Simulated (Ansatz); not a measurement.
Working through a test of the smearing width of Ir, space group Fm-3m

Program: Ansatz 0.2.0 through its Python package.

The script reads `ir.xyz`:
```text
1
Lattice="0.0 1.9156 1.9156 1.9156 0.0 1.9156 1.9156 1.9156 0.0" Properties=species:S:1:pos:R:3 pbc="T T T"
Ir    0.00000000    0.00000000    0.00000000
```

Notebook, run cell by cell (the value of a cell's last expression is shown):

In [1]:
```python
import warnings

import ansatz as az
import pandas as pd

warnings.simplefilter("ignore", az.DeckWarning)
```

In [2]:
```python
crystal = az.Crystal.from_extxyz("ir.xyz")
```

In [3]:
```python
base = (
    crystal.calculation()
    .pseudopotentials("paw")
    .kpoints(13, 13, 13)
)

rows = []
for value in [0.5, 0.3, 0.2, 0.1]:
    data = base.occupations("fermi_dirac", width=value).run(threads=1).report
    rows.append((value, data["free_energy_ev"] / len(data["lattice"]["sites"]), data["n_iterations"], data["n_kpoints"]))
```

In [4]:
```python
table = pd.DataFrame(rows, columns=["width (eV)", "F/atom (eV)", "iterations", "k-points"])
table.round(5)
```
Out [4]:
```text
   width (eV)  F/atom (eV)  iterations  k-points
0         0.5 -11935.68807           6        84
1         0.3 -11935.43426           6        84
2         0.2 -11935.35423           6        84
3         0.1 -11935.30451           6        84
```

In [5]:
```python
# the last row is the reference
for row in rows[:-1]:
    shift = 1000 * (row[1] - rows[-1][1])
    print(f"{row[0]}: {shift:+.2f} meV/atom" + ("  (within 2 meV)" if abs(shift) < 2 else ""))
```
```text
0.5: -383.56 meV/atom
0.3: -129.75 meV/atom
0.2: -49.73 meV/atom
```

Going from 0.1 to 0.5 eV changes F by -383.6 meV an atom. With this scheme F falls roughly as the square of the width; the report's estimate for zero width (energy_sigma0_ev) moves by only -9.4 meV.

For a metal this k-point mesh is coarse: on a finer one energies can move by several to tens of meV an atom and pressures by half a GPa or more, differences at one mesh by less. The smearing is wide enough that free energy and stress hold a thermal part of the electrons. Of the deposited cell: the entry's cell lengths or inner coordinates differ somewhat from later room-temperature determinations. The narrowest width needs the finest mesh, so the last row is no converged reference. Spin-orbit coupling, which matters for elements this heavy, is left out. No functional is typed, so the default, PBE, holds. The whole script took 2.9 s on 1 thread of Arm Neoverse V2, on a shared host, peak memory 0.37 GiB.
